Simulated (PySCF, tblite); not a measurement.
**C6H14SSi2: geometry, infrared bands and NMR shifts**

What infrared bands and NMR shifts should C6H14SSi2 (`C#C[SiH2]S[Si@H](C)CCC`) show?

Programs: tblite 0.8.0 and PySCF 2.14.0, with density-fitted response routines of our own. Each step states its level of theory. These are calculated values for one molecule in the gas phase, unless marked as measured. Atoms are numbered from 0 throughout.

## (1) The starting structure

23 atoms, charge 0, multiplicity 1; geometry from: force field or distance geometry start.

Bonds of the start (Å): C0–C1 1.22, C1–Si2 1.81, Si2–S3 2.17, S3–Si4 2.17, Si4–C5 1.86, Si4–C6 1.89, C6–C7 1.50, C7–C8 1.50, C0–H9 1.06, Si2–H10 1.46, Si2–H11 1.46, Si4–H12 1.46, C5–H13 1.13, C5–H14 1.13, C5–H15 1.09, C6–H16 1.09, C6–H17 1.09, C7–H18 1.11, C7–H19 1.11, C8–H20 1.11, C8–H21 1.12, C8–H22 1.12.

## (2) Geometry optimisation with GFN2-xTB

The job: settings as JSON, then the geometry in Å.

```
{"job": {"kind": "relax", "xc": "GFN2-xTB", "basis": "xTB"}, "charge": 0, "multiplicity": 1}
C      4.953000     0.828100     0.444600
C      4.127600    -0.044900     0.212200
Si     2.932700    -1.359500    -0.130500
S      1.445600    -0.452300    -1.424300
Si     0.281600     0.853800    -0.136700
C      0.139100    -0.013700     1.500800
C     -1.477000     0.970200    -0.824400
C     -2.204900    -0.161100    -0.155300
C     -3.649200    -0.263400    -0.564700
H      5.642600     1.609000     0.636100
H      2.262100    -1.783400     1.092800
H      3.542000    -2.470500    -0.864200
H      0.888600     2.174300    -0.000700
H      1.145200    -0.107400     2.015000
H     -0.540000     0.550200     2.211700
H     -0.311700    -1.003600     1.403100
H     -1.453300     0.925400    -1.910400
H     -1.843500     1.948600    -0.502600
H     -2.098200    -0.009600     0.939700
H     -1.706400    -1.108700    -0.449400
H     -4.300000     0.523000    -0.124100
H     -3.774600    -0.341500    -1.673300
H     -4.006100    -1.236000    -0.139400
```

Command:

```sh
$ OMP_NUM_THREADS=1 python probes_run.py task.json out
```

This one command runs all jobs of the session in turn.

**Question.** This job is followed by: GFN2-xTB harmonic vibrations, gas phase; GIAO PBE0/pcSseg-1 NMR shielding, non-relativistic, gas phase. Predict these results of the whole session: strongest single infrared mode (GFN2-xTB); zero-point energy (GFN2-xTB); 13C shifts against TMS (PBE0/pcSseg-1); 1H shifts against TMS (PBE0/pcSseg-1, means over atoms taken as alike); 29Si shifts against TMS (PBE0/pcSseg-1); 33S shifts against CS2 (PBE0/pcSseg-1); surface potential, 1st and 99th percentile.

As calculated:

```
                                                              quantity                                                           value
                             strongest single infrared mode (GFN2-xTB)                                            716 cm⁻¹, 329 km/mol
                                          zero-point energy (GFN2-xTB)                                                  110.5 kcal/mol
                                13C shifts against TMS (PBE0/pcSseg-1)                         106.8, 85.2, 21.5, 20.8, 20.6, -1.9 ppm
1H shifts against TMS (PBE0/pcSseg-1, means over atoms taken as alike)  5.29, 5.11, 5.08, 2.17, 1.72, 1.24, 1.11, 0.83, 0.71, 0.43 ppm
                               29Si shifts against TMS (PBE0/pcSseg-1)                                                  0.8, -57.8 ppm
                                33S shifts against CS2 (PBE0/pcSseg-1)                                                        -286 ppm
                                 surface potential, 1st and 99th percentile                                              -0.99 V and 1.55 V
```

The optimisation took 133 steps and gained 0.653 eV; among the close pairs (by a distance rule), C5–H14 changed most, from 1.133 to 1.086 Å. All 63 modes are real, so the xTB geometry is a minimum. The strongest single mode, at 716 cm⁻¹, has its largest shares on Si2, H11 and H10 (the list is cut at 3 atoms). GFN2-xTB is a fitted tight-binding method: band positions and strengths are rough. Its intensities can rank the bands wrongly. At PBE0/pcSseg-1: The largest span, 283 ppm, is at C1, where the paramagnetic term is -160 ppm. By nearest atom (PBE0/pcSseg-1), the HOMO sits on S3 76 % and the LUMO on C0, C1 about 21 % each; Si2 17 %.
